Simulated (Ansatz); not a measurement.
Working through a geometry optimisation of CH5AlBrFSi, SMILES [F][Al]([Br])[CH2][SiH3]

With the Ansatz DFT code, driven from Python.

The script reads `ch5albrfsi.xyz`:
```text
10

F    -2.11250   -0.64730    2.32540
Al   -0.98190    0.38290    1.38170
Br    0.23030    2.09330    2.45490
C    -0.61740    0.04160   -0.55930
Si    1.09440   -0.44290   -0.86500
H    -0.93430    0.95950   -1.13880
H    -1.32240   -0.79900   -0.87660
H     2.00440    0.68420   -0.42550
H     1.42070   -1.63040   -0.03760
H     1.30170   -0.69330   -2.25620
```

Run as a notebook:

**Cell 1**
```python
import ansatz as az
import numpy as np

params = {
    "basis": "def2-SVP",
    "xc": "b3lyp",
}
```

**Cell 2**
```python
molecule = az.Crystal.molecule_from_extxyz("ch5albrfsi.xyz")
```

**Cell 3**
```python
base = molecule.calculation()
base = base.basis(gaussian=params["basis"])
base = base.functional(params["xc"])
symbols = [site.symbol for site in molecule.cartesian_sites]
start = np.array([site.position_ang for site in molecule.cartesian_sites], dtype=float)
def progress(event):
    if event["event"] == "relax_step":
        row = event["data"]
        print(f"step {row['step']:3d}  E = {row['lagrangian_ev']:.6f} eV  max force {row['allowed_force_max_ev_ang']:.4f} eV/A")
```

**Cell 4**
```python
report = base.relax(force_tolerance=0.01).session().plan().execute(on_event=progress).report
end = np.array(report["positions_ang"])
```
Output:
```text
step   1  E = -88345.888096 eV  max force 2.9224 eV/A
step   2  E = -88346.289990 eV  max force 1.1137 eV/A
step   3  E = -88346.381616 eV  max force 0.5741 eV/A
step   4  E = -88346.392959 eV  max force 0.1722 eV/A
step   5  E = -88346.396302 eV  max force 0.0625 eV/A
step   6  E = -88346.397422 eV  max force 0.0267 eV/A
step   7  E = -88346.398180 eV  max force 0.0529 eV/A
step   8  E = -88346.399621 eV  max force 0.0451 eV/A
step   9  E = -88346.401061 eV  max force 0.0691 eV/A
step  10  E = -88346.402224 eV  max force 0.1264 eV/A
step  11  E = -88346.403358 eV  max force 0.1331 eV/A
step  12  E = -88346.403659 eV  max force 0.1593 eV/A
step  13  E = -88346.404016 eV  max force 0.1763 eV/A
step  14  E = -88346.405426 eV  max force 0.1237 eV/A
step  15  E = -88346.405827 eV  max force 0.0974 eV/A
step  16  E = -88346.405200 eV  max force 0.1573 eV/A
step  17  E = -88346.406434 eV  max force 0.0217 eV/A
step  18  E = -88346.406711 eV  max force 0.0234 eV/A
step  19  E = -88346.406934 eV  max force 0.0454 eV/A
step  20  E = -88346.407130 eV  max force 0.0643 eV/A
step  21  E = -88346.407301 eV  max force 0.0283 eV/A
step  22  E = -88346.407378 eV  max force 0.0195 eV/A
step  23  E = -88346.407400 eV  max force 0.0240 eV/A
step  24  E = -88346.407442 eV  max force 0.0103 eV/A
step  25  E = -88346.407447 eV  max force 0.0014 eV/A
```

**Cell 5**
```python
print("reference energy %16.6f eV" % report["reference_energy_ev"])
print("total energy     %16.6f eV" % report["free_energy_ev"])
print("occupied (up, down):", report["n_occupied"], " virtual:", report["n_virtual"], " frozen:", report["n_frozen"])
```
Output:
```text
reference energy    -88346.407743 eV
total energy        -88346.407743 eV
occupied (up, down): [41, 41]  virtual: [80, 80]  frozen: 0
```

**Cell 6**
```python
print("final positions (A) and the move of each atom")
for symbol, xyz, old in zip(symbols, end, start):
    print(f"{symbol:2s} {xyz[0]:10.5f} {xyz[1]:10.5f} {xyz[2]:10.5f}   {np.linalg.norm(xyz - old):7.4f}")
```
Output:
```text
final positions (A) and the move of each atom
F    -1.54464   -0.80037    2.36163    0.5892
Al   -0.94188    0.43648    1.42319    0.0787
Br   -0.58958    2.40161    2.47271    0.8761
C    -0.59438    0.14725   -0.45727    0.1487
Si    1.10470   -0.55238   -0.90620    0.1174
H    -0.72190    1.10528   -0.99134    0.2968
H    -1.36134   -0.55287   -0.83543    0.2526
H     2.17995    0.37769   -0.44943    0.3540
H     1.31294   -1.86958   -0.23462    0.3281
H     1.23913   -0.74452   -2.38024    0.1481
```

What to keep in mind:
- Total energies depend on the basis set; only differences at equal settings carry meaning.
- The end point is the stationary point reached from this start; no frequency run checks that it is a minimum, and the basis set is modest.
- b3lyp holds the VWN-RPA fit, as in Gaussian; the form of ORCA and Turbomole is b3lyp5.
- Finished in 2.6 min on 1 thread of Arm Neoverse V2, with other jobs on the host, peak memory 0.39 GiB.

(Lines on the test bed's own set-up are left out of the output.)
